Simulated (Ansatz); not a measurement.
CH6BrGeP, SMILES [CH3][GeH]([PH2])[Br], a rigid scan of one bond length

Program: the Python package of Ansatz (0.2.0).

`run_scan.py`:
```python
"""Stretching a bond of CH6BrGeP, the rest held rigid."""

import ansatz as az
import numpy as np


def main() -> None:
    system = (
        az.Crystal.molecule()
        .atom("C", (-1.0038, -0.8728, -0.227))
        .atom("Ge", (-0.1945, 0.8794, 0.0048))
        .atom("P", (2.0735, 0.6498, 0.1543))
        .atom("Br", (-1.0055, 1.8528, 1.957))
        .atom("H", (-0.6157, -1.3382, -1.1562))
        .atom("H", (-0.75, -1.514, 0.6419))
        .atom("H", (-2.1054, -0.7643, -0.2986))
        .atom("H", (-0.5462, 1.7756, -1.2097))
        .atom("H", (2.1534, -0.2399, -0.9912))
        .atom("H", (1.9943, -0.4284, 1.1246))
    )

    symbols = [site.symbol for site in system.cartesian_sites]
    start = np.array([site.position_ang for site in system.cartesian_sites])
    axis = (start[9] - start[2]) / np.linalg.norm(start[9] - start[2])
    moving = [9]
    lengths, energies = [1.23, 1.34, 1.45, 1.6, 1.82, 2.18, 2.61, 3.2], []
    for length in lengths:
        xyz = start.copy()
        xyz[moving] += (length - np.linalg.norm(start[9] - start[2])) * axis
        point = az.Crystal.molecule()
        for symbol, place in zip(symbols, xyz):
            point = point.atom(symbol, place.tolist())
        model = (
            point.calculation()
            .basis(gaussian="def2-SVP")
            .functional("R2SCAN0")
            .spin("collinear")  # two spin channels
        )
        data = model.run().report
        energies.append(data["free_energy_ev"])
        print(f"r = {length:6.3f} A  E = {energies[-1]:.5f} eV  <S^2> = {abs(data['mean_field']['state']['spin_squared']):.3f}")

    print("energy above the lowest point (eV):", [round(e - min(energies), 3) for e in energies])


if __name__ == "__main__":
    main()
```

Output of `python run_scan.py`:
```text
r =  1.230 A  E = -136967.40308 eV  <S^2> = 0.000
r =  1.340 A  E = -136967.86941 eV  <S^2> = 0.000
r =  1.450 A  E = -136967.94381 eV  <S^2> = 0.000
r =  1.600 A  E = -136967.69143 eV  <S^2> = 0.000
r =  1.820 A  E = -136966.99161 eV  <S^2> = 0.000
r =  2.180 A  E = -136965.70645 eV  <S^2> = 0.103
r =  2.610 A  E = -136964.89593 eV  <S^2> = 0.686
r =  3.200 A  E = -136964.51557 eV  <S^2> = 0.931
energy above the lowest point (eV): [0.541, 0.074, 0.0, 0.252, 0.952, 2.237, 3.048, 3.428]
```

Total energies depend on the basis set; only differences at equal settings carry meaning. The rest of the molecule is held rigid at a force-field or estimated start geometry, and the basis set is modest; single-reference methods fail as a bond breaks. The expectation value of S² is noticeably off S(S+1) in at least one run, so that state is spin-contaminated. Hardware and time: 3.2 min on 1 thread of Intel(R) Xeon(R) Processor @ 2.30GHz, with other jobs on the host, peak memory 0.77 GiB.
